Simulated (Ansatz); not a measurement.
# CH7NO2Si2: the cost of one run

Method: RKS PBE-D4/STO-3G, in Ansatz 0.2.0.

## Step 1: The system as given

Bond lengths: O1–Si2 1.572 Å, Si2–N3 1.662 Å, N3–C4 1.456 Å, C4–Si5 1.949 Å, Si2–O6 1.640 Å, C4–O6 1.520 Å, O1–H7 0.998 Å, Si2–H8 1.455 Å, N3–H9 1.051 Å, C4–H10 1.104 Å, Si5–H11 1.456 Å, Si5–H12 1.502 Å, Si5–H13 1.470 Å. Angles (14 of 23 angles, heavy atoms first): O1–Si2–N3 104.3°, O1–Si2–O6 114.3°, N3–Si2–O6 78.1°, Si2–N3–C4 94.6°, N3–C4–Si5 121.7°, N3–C4–O6 88.7°, Si5–C4–O6 113.5°, Si2–O6–C4 93.1°, O1–Si2–H8 120.5°, N3–Si2–H8 111.0°, O6–Si2–H8 118.7°, Si2–O1–H7 117.0°, Si2–N3–H9 105.2°, C4–N3–H9 112.7°.

As a file:

```xyz
13

O    -2.0613    1.3921    1.4117
Si   -1.2602    0.0402    1.3825
N     0.2695    0.4803    0.9052
C     0.0383    0.1967   -0.5037
Si    1.3465   -0.7650   -1.5815
O    -1.1579   -0.6504   -0.1018
H    -1.5775    2.2114    1.1104
H    -1.2146   -0.8170    2.5579
H     0.9111   -0.2179    1.3588
H    -0.3676    1.0586   -1.0610
H     0.7783   -1.2271   -2.8397
H     1.8749   -1.9148   -0.7727
H     2.4409    0.1782   -1.8513
```

## Step 2: Relaxing end A

Contents of input.yaml:

```yaml
crystal:
  periodic: [false, false, false]
  atoms:
    - { symbol: O, position_ang: [-2.0613, 1.3921, 1.4117] }
    - { symbol: Si, position_ang: [-1.2602, 0.0402, 1.3825] }
    - { symbol: "N", position_ang: [0.2695, 0.4803, 0.9052] }
    - { symbol: C, position_ang: [0.0383, 0.1967, -0.5037] }
    - { symbol: Si, position_ang: [1.3465, -0.765, -1.5815] }
    - { symbol: O, position_ang: [-1.1579, -0.6504, -0.1018] }
    - { symbol: H, position_ang: [-1.5775, 2.2114, 1.1104] }
    - { symbol: H, position_ang: [-1.2146, -0.817, 2.5579] }
    - { symbol: H, position_ang: [0.9111, -0.2179, 1.3588] }
    - { symbol: H, position_ang: [-0.3676, 1.0586, -1.061] }
    - { symbol: H, position_ang: [0.7783, -1.2271, -2.8397] }
    - { symbol: H, position_ang: [1.8749, -1.9148, -0.7727] }
    - { symbol: H, position_ang: [2.4409, 0.1782, -1.8513] }
basis:
  gaussian: { orbitals: STO-3G }
hamiltonian:
  xc: pbe
  dispersion: d4
relax:
  f_tol: 0.015
  max_steps: 40
output:
  orbitals: {}
```

Launch:

```bash
ansatz run input.yaml --threads 1 --pin off --max-ram 2048MiB --backend cpu --events-out ev --progress --plain --runs-dir out
```

**Question.** How long does this run take on 1 thread of Arm Neoverse V1, shared host, and how much memory does it need?

About 58 s, with a peak of 0.15 GiB.
